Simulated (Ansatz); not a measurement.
# Sr (Im-3m): scan of the energy under strain

What does a strain cost in Sr (Im-3m)? A script is to give a scan of the energy under strain; the system is Sr (Im-3m).

The COD cell was measured well above room temperature, so it is larger than a cold one.

Program: the Python package of Ansatz 0.2.0. Level of theory: DFT r2SCAN, plane waves, PAW. These are calculated values, not measurements.

**1. The system**

It takes space group Im-3m (No. 229, cubic). The conventional cell has a = 4.870 Å, b = 4.870 Å, c = 4.870 Å, α = 90.00°, β = 90.00°, γ = 90.00°. Around Sr (site symmetry m-3m) lie 8 Sr at 4.22 Å.

No structure file is read: the coordinates are typed or built in the script.

**2. The script**

File sr.py:

```python
# -*- coding: utf-8 -*-
'''A tetragonal strain scan of Sr.'''

import ansatz as az
import numpy as np

vectors0 = np.array([
    [-2.435, 2.435, 2.435],
    [2.435, -2.435, 2.435],
    [2.435, 2.435, -2.435],
])
sites = [
    ('Sr', [0.0, 0.0, 0.0]),
]


def build(cell):
    crystal = az.Crystal(lattice=az.Lattice.of(cell))
    for symbol, position in sites:
        crystal = crystal.atom(symbol, position)
    return crystal

# clamped ions: the fractional positions stay as typed
values = np.linspace(-0.03, 0.03, 7)
energies = []
for d in values:
    strain = np.diag([d, d, (1 + d) ** -2 - 1])
    cell = vectors0 @ (np.eye(3) + strain)
    calculation = (
        build(cell).calculation()
        .functional(az.Functional.R2SCAN)
        .basis(630)
        .occupations('fermi_dirac', width=0.3)
        .scf(tolerance=1e-08, extra_bands=2)
        .kpoints(10, 10, 10)
        .stress()
    )
    summary = calculation.run(threads=1).report
    energies.append(summary['free_energy_ev'] / len(sites))
    s = summary['stress_gpa']
    print(f'd = {d:+.4f}  stress xx yy zz xy (GPa, compression positive): {s[0][0]:8.3f} {s[1][1]:8.3f} {s[2][2]:8.3f} {s[0][1]:8.3f}')
energies = np.array(energies)

for value, e in zip(values, energies):
    print(f'strain {value:7.3f}   E - Emin = {1000 * (e - energies.min()):9.3f} meV/atom')
curvature = 2 * np.polyfit(values, energies, 3)[1]
volume = abs(np.linalg.det(vectors0)) / len(sites)
print(f'd2E/dd2 over the volume: {curvature / volume * 160.21766:.1f} GPa')
```

**3. What the engine is handed**

The engine receives this input (first run):

```yaml
crystal:
  lattice:
    - [-2.3619499999999998, 2.3619499999999998, 2.587947709639707]
    - [2.3619499999999998, -2.3619499999999998, 2.587947709639707]
    - [2.3619499999999998, 2.3619499999999998, -2.587947709639707]
  atoms:
    - { symbol: Sr, position: [0.0, 0.0, 0.0] }
basis:
  ecutwfc: 630.0
kpoints:
  mp_grid:
    grid: [10, 10, 10]
hamiltonian:
  xc: r2scan
scf:
  n_extra_bands: 2
  convergence:
    dr2_threshold: 1.0e-08
  occupations:
    method: fermi_dirac
    width: 0.3
output:
  stress: true
```

**4. The run**

The run is started by

```sh
$ python sr.py
```

**Question.** How much energy does this tetragonal strain cost, and what curvature follows?

**Answer**, as computed:

```
                  quantity          value
curvature under the strain       22.4 GPa
             runs compared              7
           range of energy  5.06 meV/atom
      lowest point, strain          0.000
```

In words: Against the unstrained cell the energy per atom changes by +2.20 meV at one end of the scan and +5.06 meV at the other, and its second derivative over the volume is 22.4 GPa. A Fermi-Dirac width this large means warm electrons, whose thermal share enters the free energy. The curvature belongs to this strain pattern and to the cell's stress; it equals a single elastic constant only for simple patterns. In a metal a curvature from energy changes of a few meV or less hangs on mesh and smearing, in size and even in sign. Of the deposited cell: it was measured well above room temperature. This isn't the structure that Sr takes at ambient conditions. The ions keep their fractional positions (clamped ions).
